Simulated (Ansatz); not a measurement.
**CH₁₁B₂GaSi₂: vertical ionisation energy**

The task here is to estimate one member of a computed series from the others.

Program: Ansatz 0.2.0, Gaussian basis. Level of theory: unrestricted cation, the program's frozen cores in correlated methods. These are calculated values, not measurements.

Plan: UKS PBE-D4/def2-TZVPP; UKS r2SCAN-D4/def2-TZVPP; UKS PBE0-D4/def2-TZVPP; UKS B3LYP-D4/def2-TZVPP; UKS wB97X-V/def2-TZVPP; UKS wB97M-V/def2-TZVPP; UKS B2PLYP/def2-TZVPP; UHF-CCSD(T)/def2-TZVPP; UHF-MP2/def2-QZVPP; extrapolation to the limit; then −ε(HOMO) from the neutral's earlier runs with LDA (SPW92), PBE-D4, revPBE-D4, BLYP-D4, r2SCAN-D4, B97M-V, PBE0-D4, B3LYP-D4, r2SCANh-D4, r2SCAN0-D4, HSE06-D4, BHLYP-D4, CAM-B3LYP-D4, LC-ωPBE, ωB97X-V, ωB97M-V.

### The relaxed structure

An earlier PBE0-D4 in a triple-zeta def2 set relaxation fixed the geometry.

17 atoms, charge 0, spin multiplicity 1.

Atoms are counted from 1 here; the program's logs count them from 0.

Bond lengths: C1–B2 1.526 Å, C1–H7 1.097 Å, C1–H8 1.094 Å, C1–H9 1.093 Å, B2–B3 1.522 Å, B3–Si4 2.011 Å, B3–Ga5 2.197 Å, B3–H10 1.191 Å, Si4–Ga5 2.678 Å, Si4–H11 1.486 Å, Si4–H12 1.546 Å, Si4–H13 1.484 Å, Ga5–Si6 2.414 Å, Ga5–H14 1.566 Å, Si6–H15 1.489 Å, Si6–H16 1.492 Å, Si6–H17 1.493 Å. Angles: B2–C1–H7 109.0°, B2–C1–H8 111.0°, B2–C1–H9 113.0°, H7–C1–H8 107.4°, H7–C1–H9 107.2°, H8–C1–H9 109.0°, C1–B2–B3 172.9°, B2–B3–Si4 104.2°, B2–B3–Ga5 85.4°, B2–B3–H10 136.6°, Si4–B3–Ga5 78.9°, Si4–B3–H10 117.8°, Ga5–B3–H10 111.4°, B3–Si4–Ga5 53.6°, B3–Si4–H11 118.0°, B3–Si4–H12 106.9°, B3–Si4–H13 113.7°, Ga5–Si4–H11 114.9° and more.

Set-up of the first run:

in.yaml reads:

```yaml
crystal:
  periodic: [false, false, false]
  atoms:
    - {symbol: C, position_ang: [0.616543, 0.329181, 2.220978]}
    - {symbol: B, position_ang: [1.273824, 0.302367, 0.844100]}
    - {symbol: B, position_ang: [1.820050, 0.126717, -0.565516]}
    - {symbol: Si, position_ang: [0.934112, -1.550554, -1.234344]}
    - {symbol: Ga, position_ang: [-0.122745, 0.910519, -1.227597]}
    - {symbol: Si, position_ang: [-2.232597, 0.688430, -0.076007]}
    - {symbol: H, position_ang: [-0.145861, -0.457506, 2.267986]}
    - {symbol: H, position_ang: [1.346978, 0.123097, 3.008568]}
    - {symbol: H, position_ang: [0.117806, 1.277243, 2.438413]}
    - {symbol: H, position_ang: [2.713179, 0.579266, -1.210956]}
    - {symbol: H, position_ang: [0.357390, -2.482430, -0.230451]}
    - {symbol: H, position_ang: [-0.328000, -1.113328, -2.012882]}
    - {symbol: H, position_ang: [1.737733, -2.291183, -2.237823]}
    - {symbol: H, position_ang: [0.014406, 1.629268, -2.611748]}
    - {symbol: H, position_ang: [-3.413781, 0.735201, -0.981042]}
    - {symbol: H, position_ang: [-2.297276, -0.592943, 0.685700]}
    - {symbol: H, position_ang: [-2.391780, 1.786655, 0.922622]}
basis:
  gaussian: {orbitals: def2-TZVPP}
total_charge: 1
magnetization: {spin_polarized: true, initial_magnetization: 1}
hamiltonian: {xc: pbe, dispersion: d4}
```

Run with:

```bash
$ ansatz run in.yaml --threads 2 --pin off --events-out ev --progress --plain --max-ram 22528MiB --backend cuda --devices 0, --max-vram 18GiB
```

Among the steps run: Cation, UKS PBE-D4/def2-TZVPP; Cation, UKS r2SCAN-D4/def2-TZVPP; Cation, UKS PBE0-D4/def2-TZVPP; Cation, UKS B3LYP-D4/def2-TZVPP; Cation, UKS wB97X-V/def2-TZVPP; Cation, UKS wB97M-V/def2-TZVPP; Cation, UKS B2PLYP (frozen core)/def2-TZVPP; Cation, UHF-CCSD(T)/def2-TZVPP; Cation, UHF-MP2/def2-QZVPP.

One table of the session follows, with a row left open; its other results are not shown here.

It belongs to the step «Ionisation energies side by side». Orbital estimates, from the neutral's runs:

```
  functional  −ε(HOMO) (eV)
 LDA (SPW92)              ?
      PBE-D4           5.77
   revPBE-D4           5.71
     BLYP-D4           5.57
   r2SCAN-D4           5.94
      B97M-V           6.02
     PBE0-D4           6.68
    B3LYP-D4           6.46
  r2SCANh-D4           6.28
  r2SCAN0-D4           6.80
    HSE06-D4           6.30
    BHLYP-D4           7.42
CAM-B3LYP-D4           7.80
     LC-ωPBE           9.05
     ωB97X-V           8.75
     ωB97M-V           8.61
```

Q: Estimate the row for LDA (SPW92) from the others.

The run gave: −ε(HOMO) (eV): 5.89. In the column «−ε(HOMO) (eV)» it lies between PBE-D4 (5.77) and r2SCAN-D4 (5.94).
